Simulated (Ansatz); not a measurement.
GaH₂, SMILES [GaH2]: an atomisation energy, run with Ansatz 0.2.0, Python API.

The script, `tae_gah2.py`:
```python
"""Atomisation energy of GaH2 at the given geometry."""

from collections import Counter

import ansatz


def total_energy(molecule, charge=0, unpaired=0):
    calc = molecule.calculation().basis(gaussian="6-31G*").functional("pbe")
    if charge:
        calc = calc.charge(charge)
    if unpaired:
        calc = calc.spin("collinear", total=unpaired)
    report = calc.run(threads=1, backend="cpu").report
    if report["published_state_doubts"]:
        print("  doubts:", report["published_state_doubts"])
    return report["free_energy_ev"]

geometry_ang = [
    ("Ga", (-0.1194, 0.0434, -0.069)),
    ("H", (0.5453, 1.1685, 0.4281)),
    ("H", (-0.4368, -1.2767, -0.3723)),
]
geometry = ansatz.Crystal.molecule()
for symbol, xyz in geometry_ang:
    geometry = geometry.atom(symbol, xyz)

# Hund ground states
unpaired = {"Ga": 1, "H": 1}
counts = Counter(site.symbol for site in geometry.cartesian_sites)
atom_energy = {s: total_energy(ansatz.Crystal.molecule().atom(s, (0, 0, 0)), 0, unpaired[s]) for s in counts}
whole = total_energy(geometry, 0, 1)
for s, e in atom_energy.items():
    print(f"{s:2s} x{counts[s]}  {e:14.5f} eV")
print(f"GaH2: {whole:.5f} eV")
split = sum(counts[s] * e for s, e in atom_energy.items()) - whole
print(f"atomisation energy (no zero-point term): {23.060548 * split:.1f} kcal/mol, {split / sum(counts.values()):.3f} eV an atom")
```

What does it cost to take this molecule apart into atoms?

83.5 kcal/mol from the electronic energies, without the zero-point term.

What the script printed:

Running `python tae_gah2.py` prints:
```text
Ga x1    -52361.50647 eV
H  x2       -13.53580 eV
GaH2: -52392.20015 eV
atomisation energy (no zero-point term): 83.5 kcal/mol, 1.207 eV an atom
```

The settings weren't tested for convergence. The geometry is a force-field or estimated start, not a minimum of this method, and the basis set is short of its limit. All parts are taken at fixed geometry, without zero-point energy. The species is open-shell (spin multiplicity 2). This functional overbinds, so such energies come out a few per cent too high (LDA far more). Wall time of the script: 3.6 s on 1 thread of Arm Neoverse V1, with other jobs on the host, peak memory 0.15 GiB.
